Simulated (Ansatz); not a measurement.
# Ga2F+ (triplet): from Hartree-Fock to the top rungs, cc-pVDZ

An exercise on one series of results from a longer session: the logs are not shown, and one member is left open.

The runs use Ansatz 0.2.0, Gaussian basis; cc-pVDZ, core rule «outside noble gas», up to 29 orbitals frozen.

The runs, in order: UHF; CCSD(T) on ROHF; CCSD(T) on UHF; BCCD(T) on ROHF; CISD; CCSDT(Q) on ROHF; CCSDT(Q) on UHF.

29 further runs of the same task are left out: 8 for a known fault of the program, 10 that didn't finish, 11 set aside as unsound or not needed.

### The system

The geometry is a PBE0/def2-TZVP stationary point (not a proven minimum) of the parent state, kept for this charge and spin. No spin-orbit coupling is included. The filled d shell of Ga may be among the frozen orbitals whatever the setting's name suggests; the logs give the count.

3 atoms, charge 1, spin multiplicity 3.

Atoms are counted from 1 here; the program's logs count them from 0.

Bond lengths: F1–Ga2 2.024 Å, F1–Ga3 2.024 Å. Angles: Ga2–F1–Ga3 90.2°.

The first run:

in.yaml reads:

```yaml
crystal:
  periodic: [false, false, false]
  atoms:
    - {symbol: F, position_ang: [0.000000, -1.257606, 0.000000]}
    - {symbol: Ga, position_ang: [0.000000, 0.171339, 1.432973]}
    - {symbol: Ga, position_ang: [0.000000, 0.171339, -1.432973]}
basis:
  gaussian: {orbitals: cc-pVDZ}
total_charge: 1
magnetization: {spin_polarized: true, initial_magnetization: 2}
hamiltonian: {xc: hf}
output: {orbitals: {seedname: orbitals}}
```

On the command line:

```
$ ansatz run in.yaml --threads 1 --pin off --events-out ev --progress --plain --max-ram 2393MiB
```

Among the steps run: UHF; CCSD(T) on ROHF; CCSD(T) on UHF; BCCD(T) on ROHF; CISD; CCSDT(Q) on ROHF; CCSDT(Q) on UHF.

One of the session's tables, all rows but one given; the rest of the session is left out.

```
   method  from UCCSDT(Q) (meV)
     RMP2                     ?
     UMP2                +820.4
    RCCSD                +344.9
    UCCSD                +332.2
 RCCSD(T)                 +79.1
 UCCSD(T)                 +68.9
  BCCD(T)                 +73.9
   RCCSDT                 +39.6
   UCCSDT                 +28.4
RCCSDT(Q)                 +19.2
UCCSDT(Q)                     0
```

**Question.** Estimate the row for RMP2.

As computed: from UCCSDT(Q) (meV): +852.9. In the column «from UCCSDT(Q) (meV)» it is the highest.

Not comparable, so not listed: CISD (they don't share determinant, frozen orbitals or solution with the rows shown, or repeat one).

To keep in mind: Left out of the table: ROHF, UHF (another determinant or state than the rows shown). Restricted and unrestricted rows rest on different reference determinants; where their highest levels disagree by more than a few hundredths of an eV, they describe different states and don't form one ladder.
